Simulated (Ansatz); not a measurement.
# C2H10BGeIn: the cost of one run

Program: Ansatz 0.2.0. Level of theory: RHF/def2-SVP. These are calculated values, not measurements.

**1. Starting point**

Bond lengths: B1–In2 1.897 Å, In2–Ge3 1.329 Å, In2–C4 2.050 Å, C4–C5 1.517 Å, B1–H6 1.172 Å, B1–H7 1.219 Å, Ge3–H8 1.554 Å, Ge3–H9 1.618 Å, Ge3–H10 1.527 Å, C4–H11 1.084 Å, C4–H12 1.169 Å, C5–H13 1.065 Å, C5–H14 1.089 Å, C5–H15 1.107 Å. Angles (14 of 24 angles, heavy atoms first): B1–In2–Ge3 116.3°, B1–In2–C4 111.1°, Ge3–In2–C4 132.3°, In2–C4–C5 109.8°, In2–B1–H6 100.0°, In2–B1–H7 101.0°, In2–Ge3–H8 101.7°, In2–Ge3–H9 137.1°, In2–Ge3–H10 90.8°, In2–C4–H11 113.1°, In2–C4–H12 108.2°, C5–C4–H11 112.7°, C5–C4–H12 107.5°, C4–C5–H13 108.4°.

Structure file:

```xyz
15

B    -0.8429    1.3117    1.6686
In    0.3384    0.0583    0.8730
Ge    1.6085    0.1195    1.2595
C    -0.6040   -1.0095   -0.6016
C    -0.5678   -0.2302   -1.9022
H    -1.6912    0.5889    2.0317
H    -1.0951    2.0293    0.7160
H     2.0669   -1.3530    1.0715
H     2.4390    0.7274    2.5077
H     1.9734    0.9137    0.0073
H    -0.2211   -2.0186   -0.7076
H    -1.7256   -1.1371   -0.2996
H     0.4503   -0.0714   -2.1709
H    -1.1229   -0.7424   -2.6872
H    -1.0280    0.7627   -1.7371
```

**2. End point A**

Input file input.yaml:

```yaml
crystal:
  periodic: [false, false, false]
  atoms:
    - { symbol: B, position_ang: [-0.8429, 1.3117, 1.6686] }
    - { symbol: In, position_ang: [0.3384, 0.0583, 0.873] }
    - { symbol: Ge, position_ang: [1.6085, 0.1195, 1.2595] }
    - { symbol: C, position_ang: [-0.604, -1.0095, -0.6016] }
    - { symbol: C, position_ang: [-0.5678, -0.2302, -1.9022] }
    - { symbol: H, position_ang: [-1.6912, 0.5889, 2.0317] }
    - { symbol: H, position_ang: [-1.0951, 2.0293, 0.716] }
    - { symbol: H, position_ang: [2.0669, -1.353, 1.0715] }
    - { symbol: H, position_ang: [2.439, 0.7274, 2.5077] }
    - { symbol: H, position_ang: [1.9734, 0.9137, 0.0073] }
    - { symbol: H, position_ang: [-0.2211, -2.0186, -0.7076] }
    - { symbol: H, position_ang: [-1.7256, -1.1371, -0.2996] }
    - { symbol: H, position_ang: [0.4503, -0.0714, -2.1709] }
    - { symbol: H, position_ang: [-1.1229, -0.7424, -2.6872] }
    - { symbol: H, position_ang: [-1.028, 0.7627, -1.7371] }
basis:
  gaussian: { orbitals: def2-SVP }
hamiltonian:
  xc: hf
relax:
  f_tol: 0.015
  max_steps: 40
```

The run is started by

```sh
$ ansatz run input.yaml --threads 2 --pin off --max-ram 3072MiB --backend cpu --events-out ev --progress --plain --runs-dir out
```

**Question.** How long does this run take on 2 threads of Arm Neoverse V1, shared host, and how much memory does it need?

About 2 min, with a peak of 0.5 GiB.
